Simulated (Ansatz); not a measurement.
**GaSb3 under changes of volume**

One of the cells (25.960 Å³/atom); the others are scaled copies at fixed shape and fractional positions:

```xyz
4
Lattice="0.0000 3.7306 3.7306 3.7306 0.0000 3.7306 3.7306 3.7306 0.0000" Properties=species:S:1:pos:R:3 pbc="T T T"
Sb    3.7306    3.7306    3.7306
Sb    5.5959    5.5959    5.5959
Sb    1.8653    1.8653    1.8653
Ga    0.0000    0.0000    0.0000
```

The cell comes from a database or a generator and needn't be the stable form of this composition.

```yaml
Program: Ansatz 0.2.0
Functional: PBE
Potentials_or_basis: Ansatz PAW
Cutoff: "420 eV (not typed: the program's choice for these potentials)"
k_mesh: 6 × 6 × 6
Occupations: fermi-dirac, width 0.05 eV
Spin: no spin polarisation
```

```tsv
volume (Å³/atom)	energy over the lowest point (meV/atom)	pressure (GPa)
24.402	9.96	2.8
24.922	3.11	1.5
25.441	0.00	0.5
25.960	0.10	-0.5
26.479	3.14	-1.4
26.998	8.92	-2.2
27.518	?	?
```

Question: What does the run at 27.518 Å³/atom give?

Answer: Energy over the lowest point 17.32 meV/atom; pressure -3.0 GPa.

Worked out: A Birch-Murnaghan fit of order 3 (a polynomial in V^(-2/3)) to the other rows has its minimum at 25.68 Å³/atom with B0 = V·E''(V) = 48 GPa and B' = 4.1. It gives 17.09 meV/atom at 27.518 Å³/atom, against the run's 17.32, and -dE/dV = -2.9 GPa, against -3.0.

Energies are extrapolated to zero smearing.
